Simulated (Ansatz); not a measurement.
**AlFH3NS2: basis-set convergence**

Aim: see how fast density functionals converge with the basis set for AlFH3NS2.

The runs use Ansatz 0.2.0, Gaussian basis; one geometry, several basis sets.

Levels to be run: PBE0-D4/def2-SVP; ωB97M-V/def2-SVP; PBE0-D4/def2-QZVPP; ωB97M-V/def2-QZVPP; the functionals' def2-TZVPP values are taken from earlier runs.

## Step 1: The geometry

All runs share one geometry, relaxed beforehand with PBE0-D4 in a triple-zeta def2 set.

8 atoms, charge 0, spin multiplicity 1.

Atoms are counted from 1 here; the program's logs count them from 0.

Bond lengths: N1–Al2 1.758 Å, N1–H6 1.006 Å, N1–H7 1.006 Å, Al2–F3 1.650 Å, Al2–S4 2.208 Å, Al2–S5 2.468 Å, S4–S5 2.102 Å, S5–H8 1.350 Å. Angles: Al2–N1–H6 124.7°, Al2–N1–H7 124.3°, H6–N1–H7 111.0°, N1–Al2–F3 118.5°, N1–Al2–S4 120.1°, N1–Al2–S5 118.9°, F3–Al2–S4 120.0°, F3–Al2–S5 106.1°, S4–Al2–S5 53.1°, Al2–S4–S5 69.8°, Al2–S5–S4 57.1°, Al2–S5–H8 97.6°, S4–S5–H8 99.8°.

## Step 2: PBE0-D4 in def2-SVP

in.yaml

```yaml
crystal:
  periodic: [false, false, false]
  atoms:
    - {symbol: N, position_ang: [0.880258, 1.208773, 0.131464]}
    - {symbol: Al, position_ang: [0.466375, -0.485231, 0.354883]}
    - {symbol: F, position_ang: [0.840788, -1.205149, 1.791188]}
    - {symbol: S, position_ang: [-0.125497, -1.719616, -1.377963]}
    - {symbol: S, position_ang: [-1.812064, -1.241470, -0.218770]}
    - {symbol: H, position_ang: [0.870958, 1.688578, -0.752169]}
    - {symbol: H, position_ang: [1.189328, 1.819070, 0.869326]}
    - {symbol: H, position_ang: [-2.218047, -0.121954, -0.853761]}
basis:
  gaussian: {orbitals: def2-SVP}
hamiltonian: {xc: pbe0, dispersion: d4}
output: {orbitals: {seedname: orbitals}}
```

Launch:

```sh
$ ansatz run in.yaml --threads 4 --pin off --events-out ev --progress --plain --max-ram 10444MiB
```

After this run come: ωB97M-V in def2-SVP; PBE0-D4 in def2-QZVPP; ωB97M-V in def2-QZVPP.

Q: Predict the results of all the runs planned. Wanted: PBE0-D4: double and triple zeta above quadruple; ωB97M-V: double and triple zeta above quadruple.

**Answer**, as computed:

| quantity | value |
| --- | --- |
| PBE0-D4: double and triple zeta above quadruple | 16.56, 1.13 eV |
| ωB97M-V: double and triple zeta above quadruple | 16.51, 1.07 eV |

What this shows: PBE0-D4 gains 15.43 eV from double to triple zeta, then 1.13 eV more. Total energies overstate the basis error of differences, where much of it tends to cancel. The LUMO of ωB97M-V is positive and keeps falling with the basis (0.75 to 0.16 eV): an unbound level that the basis holds in place.
